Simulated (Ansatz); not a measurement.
# C2H4Al2O: the cost of one run

Method: RKS B3LYP/def2-SVP, in Ansatz 0.2.0.

### Step 1. The system as given

Bond lengths: C1–C2 1.358 Å, C2–Al3 2.049 Å, C2–Al4 1.969 Å, Al3–Al4 2.179 Å, Al4–O5 1.871 Å, C1–H6 1.139 Å, C1–H7 1.040 Å, Al3–H8 1.574 Å, O5–H9 0.943 Å. Angles: C1–C2–Al3 145.6°, C1–C2–Al4 148.7°, Al3–C2–Al4 65.6°, C2–C1–H6 115.0°, C2–C1–H7 123.7°, H6–C1–H7 121.2°, C2–Al3–Al4 55.4°, C2–Al3–H8 148.1°, Al4–Al3–H8 156.3°, C2–Al4–Al3 58.9°, C2–Al4–O5 153.4°, Al3–Al4–O5 147.5°, Al4–O5–H9 108.2°.

As a file:

```xyz
9

C     1.9519    0.2821   -0.6283
C     0.7351   -0.1110   -0.1725
Al   -0.4458   -1.7075    0.3315
Al   -1.0429    0.3793    0.5176
O    -2.3955    1.6008    0.9387
H     2.0773    1.4068   -0.7573
H     2.7062   -0.3797   -0.9025
H    -0.5879   -3.2671    0.4928
H    -2.9098    1.7500    0.1629
```

### Step 2. End point A

The input, input.yaml:

```yaml
crystal:
  periodic: [false, false, false]
  atoms:
    - { symbol: C, position_ang: [1.9519, 0.2821, -0.6283] }
    - { symbol: C, position_ang: [0.7351, -0.111, -0.1725] }
    - { symbol: Al, position_ang: [-0.4458, -1.7075, 0.3315] }
    - { symbol: Al, position_ang: [-1.0429, 0.3793, 0.5176] }
    - { symbol: O, position_ang: [-2.3955, 1.6008, 0.9387] }
    - { symbol: H, position_ang: [2.0773, 1.4068, -0.7573] }
    - { symbol: H, position_ang: [2.7062, -0.3797, -0.9025] }
    - { symbol: H, position_ang: [-0.5879, -3.2671, 0.4928] }
    - { symbol: H, position_ang: [-2.9098, 1.75, 0.1629] }
basis:
  gaussian: { orbitals: def2-SVP }
hamiltonian:
  xc: b3lyp
relax:
  f_tol: 0.015
  max_steps: 40
output:
  orbitals: {}
```

Run with:

```sh
> ansatz run input.yaml --threads 2 --pin off --max-ram 3072MiB --backend cpu --events-out ev --progress --plain --runs-dir out
```

What time and memory should one allow on 2 threads of Intel Xeon Platinum 8488C (Sapphire Rapids), shared host?

About 42 s, with a peak of 0.21 GiB.
